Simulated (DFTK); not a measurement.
Runs of DFTK 0.8.2 on BiTe. It takes space group R-3m (No. 166, trigonal). Conventional cell: a = 4.845 Å, b = 4.845 Å, c = 9.952 Å, α = 90.00°, β = 90.00°, γ = 120.00°. Around Bi (site symmetry -3m) lie 6 Te at 3.25 Å. Around Te (site symmetry -3m) lie 6 Bi at 3.25 Å. The cell comes from a database or a generator and needn't be the stable form of this composition.

| level | gap on the mesh (eV) | pressure (GPa) |
| --- | --- | --- |
| BJ06 | none | - |
| LDA | none | -3.6 |
| r2SCAN | none | -1.9 |
| RPBE | none | (b) |
| BLYP | none | 3.5 |
| AM05 | none | -2.2 |
| WC | none | -2.4 |
| PBEsol | none | (a) |
| SCAN | none | (c) |

Alike in all rows: task band structure; potentials or basis SG15 1.2 (PBE); no spin polarisation; cell as given; k mesh 5 × 5 × 5; cutoff (eV) 1225; smearing fermi-dirac 0.05 eV.

Estimate the missing entries.

(a) -2.5; (b) 1.3; (c) -2.6.

Caveats: the potentials were made for another functional, which shifts forces and pressure; spin-orbit coupling is left out, which moves the levels of the heavy elements; the program leaves the constant c of mgga_x_tb09 at 1, so the potential is Becke-Johnson's (BJ06) and not Tran and Blaha's, with levels but no total energy (some runs).

A k mesh can miss the band edges, and the runs leave out spin-orbit coupling on Bi, Te.

A gap of «none» marks a metal or a gap under the smearing width.

Runs at the PBE level aren't shown here.
